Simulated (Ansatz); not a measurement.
# Si2H5OF (SMILES O[SiH](F)[SiH3]): levels of theory compared

Wanted: a comparison of 6 runs (HF/STO-3G, BHLYP/6-31G*, BLYP/6-31G*, revPBE/6-31G*, wB97M-V/6-31G*, RPA@PBE/6-31G*) of Si2H5OF. 

Program for the calculation: Ansatz 0.2.0.

75 further runs of the same task are left out: 75 set aside as unsound or not needed.

### Step 1. The molecule

Si2H5OF: 9 atoms, total charge 0, spin state singlet. As SMILES, `O[SiH](F)[SiH3]`. The Si4–H9 distance was set to 1.709 Å, away from the relaxed value.

Bond lengths: O1–Si2 1.636 Å, Si2–F3 1.603 Å, Si2–Si4 2.339 Å, O1–H5 0.959 Å, Si2–H6 1.488 Å, Si4–H7 1.487 Å, Si4–H8 1.487 Å. Angles: O1–Si2–F3 110.2°, O1–Si2–Si4 106.9°, F3–Si2–Si4 109.3°, O1–Si2–H6 110.6°, F3–Si2–H6 105.0°, Si4–Si2–H6 114.9°, Si2–O1–H5 118.9°, Si2–Si4–H7 109.6°, Si2–Si4–H8 109.5°, H7–Si4–H8 108.8°. A long bond or contact: Si4–H9 1.709 Å.

### Step 2. The energy at HF/STO-3G (run 1)

in.yaml reads:

```yaml
crystal:
  periodic: [false, false, false]
  atoms:
    - symbol: O
      position_ang: [-0.505408, -0.768958, 1.658927]
    - symbol: Si
      position_ang: [-0.944408, -0.318758, 0.148527]
    - symbol: F
      position_ang: [-1.888508, 0.975642, 0.210227]
    - symbol: Si
      position_ang: [1.022092, 0.212942, -1.000873]
    - symbol: H
      position_ang: [-1.163408, -1.163758, 2.233827]
    - symbol: H
      position_ang: [-1.777508, -1.373558, -0.489773]
    - symbol: H
      position_ang: [0.685792, 0.702442, -2.364373]
    - symbol: H
      position_ang: [1.868792, -1.003358, -1.123073]
    - symbol: H
      position_ang: [1.887800, 1.425600, -0.163800]
basis:
  gaussian:
    orbitals: STO-3G
hamiltonian:
  xc: hf
accuracy: high
output: {orbitals: {seedname: orbitals}}
```

Run with:

```console
$ ansatz run in.yaml --threads 1 --pin off --max-ram 3480MiB --events-out events.jsonl --progress --plain --runs-dir runs
```

What it wrote:

```text
Warning: RAYON_NUM_THREADS=1 ignored (pool sized by the plan → 1); use --threads N
Functional definition: HF
  name "HF"
  exchange = exact_x
  correlation = 0
668 factors; integrals over basis functions are off by at most 2.1e-8 eV
mean field evaluation 1: about -20296.8555 eV, gradient 2.6e1 eV
mean field evaluation 2: about -20296.9111 eV, gradient 2.6e1 eV
mean field evaluation 4: about -20299.6344 eV, gradient 1.4e0 eV
mean field evaluation 8: about -20299.6446 eV, gradient 3.4e-5 eV
mean field -20299.64463961 eV, -745.9981809124 hartree, gradient 2.4e-8 eV, S^2 0.000000; 0 other end points of the search recorded, 0 dependent functions left out
reference -20299.64463961 eV, -745.9981809124 hartree; 25, 25 occupied and 8, 8 virtual orbitals, 668 factors
Total energy: -20299.64463961 eV, -745.9981809124 hartree
```

Wall time 0.24 s (1 thread of Intel Xeon 6975P-C (Granite Rapids), shared host).

### Step 3. A single-point energy at BHLYP/6-31G(d) (spherical functions) (run 2)

run.yaml reads:

```yaml
crystal:
  periodic: [false, false, false]
  atoms:
    - {symbol: O, position_ang: [-0.505408, -0.768958, 1.658927]}
    - {symbol: Si, position_ang: [-0.944408, -0.318758, 0.148527]}
    - {symbol: F, position_ang: [-1.888508, 0.975642, 0.210227]}
    - {symbol: Si, position_ang: [1.022092, 0.212942, -1.000873]}
    - {symbol: H, position_ang: [-1.163408, -1.163758, 2.233827]}
    - {symbol: H, position_ang: [-1.777508, -1.373558, -0.489773]}
    - {symbol: H, position_ang: [0.685792, 0.702442, -2.364373]}
    - {symbol: H, position_ang: [1.868792, -1.003358, -1.123073]}
    - {symbol: H, position_ang: [1.887800, 1.425600, -0.163800]}
basis:
  gaussian: {orbitals: 6-31G_st_-spherical.json}
accuracy: high
output: {orbitals: {seedname: orbitals}}
hamiltonian: {xc: {name: BHLYP}}
```

The basis set 6-31G* is read from a file made from the Basis Set Exchange's data (not shown).

Run with:

```console
$ ansatz run run.yaml --threads 1 --pin off --max-ram 3480MiB --events-out events.jsonl --progress --plain --runs-dir runs
```

What it wrote:

```text
Warning: RAYON_NUM_THREADS=1 ignored (pool sized by the plan → 1); use --threads N
Functional definition: BHLYP
  name "BHLYP"
  parameter a = 0.5
  exchange = (1 - a)*b88_x + a*exact_x
  correlation = lyp_c
1648 factors; integrals over basis functions are off by at most 3.5e-9 eV
mean field evaluation 1: about -20595.8173 eV, gradient 4.7e1 eV
mean field evaluation 2: about -20594.8733 eV, gradient 5.3e1 eV
mean field evaluation 4: about -20599.4756 eV, gradient 1.4e0 eV
mean field evaluation 8: about -20599.5471 eV, gradient 1.4e-2 eV
mean field evaluation 16: about -20599.5471 eV, gradient 2.4e-6 eV
mean field -20599.54707430 eV, -757.0193921058 hartree, gradient 3.5e-8 eV, S^2 0.000000; 0 other end points of the search recorded, 0 dependent functions left out
reference -20599.54710392 eV, -757.0193931945 hartree; 25, 25 occupied and 49, 49 virtual orbitals, 1648 factors
Total energy: -20599.54710392 eV, -757.0193931945 hartree
```

It took 4.5 s on 1 thread of Intel Xeon 6975P-C (Granite Rapids), shared host; peak memory 0.25 GiB.

Runs 3 to 5 aren't shown in full; the table further down has their settings and results.

### Step 4. The energy at RPA@PBE/6-31G(d) (spherical functions) (run 6)

in.yaml reads:

```yaml
crystal:
  periodic: [false, false, false]
  atoms:
    - {symbol: O, position_ang: [-0.505408, -0.768958, 1.658927]}
    - {symbol: Si, position_ang: [-0.944408, -0.318758, 0.148527]}
    - {symbol: F, position_ang: [-1.888508, 0.975642, 0.210227]}
    - {symbol: Si, position_ang: [1.022092, 0.212942, -1.000873]}
    - {symbol: H, position_ang: [-1.163408, -1.163758, 2.233827]}
    - {symbol: H, position_ang: [-1.777508, -1.373558, -0.489773]}
    - {symbol: H, position_ang: [0.685792, 0.702442, -2.364373]}
    - {symbol: H, position_ang: [1.868792, -1.003358, -1.123073]}
    - {symbol: H, position_ang: [1.887800, 1.425600, -0.163800]}
basis:
  gaussian: {orbitals: 6-31G_st_-spherical.json}
hamiltonian: {xc: pbe}
correlation: {method: rpa, frozen_orbitals: {F: 1, H: 0, O: 1, Si: 5}}
accuracy: high
```

The basis set 6-31G* is read from a file made from the Basis Set Exchange's data (not shown).

Run with:

```console
$ ansatz run in.yaml --threads 1 --pin off --max-ram 3480MiB --events-out events.jsonl --progress --plain --runs-dir runs
```

What it wrote:

```text
Warning: RAYON_NUM_THREADS=1 ignored (pool sized by the plan → 1); use --threads N
Functional definition: PBE
  name "PBE"
  parameter kappa = 0.804
  parameter beta = 0.06672455060314922
  exchange = pbe_x(kappa = kappa, mu = beta*pi^2/3)
  correlation = pbe_c(beta = beta)
1648 factors; integrals over basis functions are off by at most 3.5e-9 eV
mean field evaluation 1: about -20582.3355 eV, gradient 5.9e1 eV
mean field evaluation 2: about -20582.3205 eV, gradient 5.9e1 eV
mean field evaluation 4: about -20587.7445 eV, gradient 1.4e1 eV
mean field evaluation 8: about -20588.2055 eV, gradient 4.9e-1 eV
mean field evaluation 16: about -20588.2049 eV, gradient 9.9e-5 eV
mean field -20588.20490864 eV, -756.6025752060 hartree, gradient 2.2e-8 eV, S^2 0.000000; 0 other end points of the search recorded, 0 dependent functions left out
12 core orbitals not correlated: weight in the atoms' cores, before any rotation towards them, 1.000 or more for the frozen orbitals, at most 0.000 for the correlated occupied ones
reference -20546.74340904 eV, -755.0788931992 hartree; 13, 13 occupied and 49, 49 virtual orbitals, 1648 factors
Total energy: -20569.13863943 eV, -755.9019027362 hartree
```

It took 5.4 s on 1 thread of Intel Xeon 6975P-C (Granite Rapids), shared host; peak memory 0.25 GiB.

### Step 5. The series

```csv
run,level,frozen core orbitals,energy (Eh),HOMO energy (eV),LUMO energy (eV),HOMO–LUMO gap (eV),wall time
1,HF/STO-3G,–,-745.998181,-8.39,9.98,18.38,0.24 s
2,BHLYP/6-31G* (spherical functions),–,-757.019393,-9.36,0.91,10.27,4.5 s
3,BLYP/6-31G* (spherical functions),–,-757.045489,-6.77,-0.67,6.10,3.6 s
4,revPBE/6-31G* (spherical functions),–,-756.902874,-6.89,-0.77,6.12,3.6 s
5,wB97M-V/6-31G* (spherical functions),–,-756.991854,-10.23,1.80,12.03,33 s
6,RPA@PBE/6-31G* (spherical functions),12,-755.901903,–,–,–,5.4 s
```

### Step 6. Summary of results

| quantity | value |
| --- | --- |
| run 6: total energy | -755.90190 Eh |
| run 6: RPA correlation energy (valence) | -823.0 mEh |

**Reading.** Over runs 1, 2, 3, 4, 5 the HOMO–LUMO gap runs from 6.10 eV (BLYP/6-31G*) to 18.38 eV (HF/STO-3G). The two ends differ in method and basis. Totals of different functionals can't be ranked against each other. In run 1 the basis is minimal, so the values are rough. All runs together took 50 s, the longest 33 s.
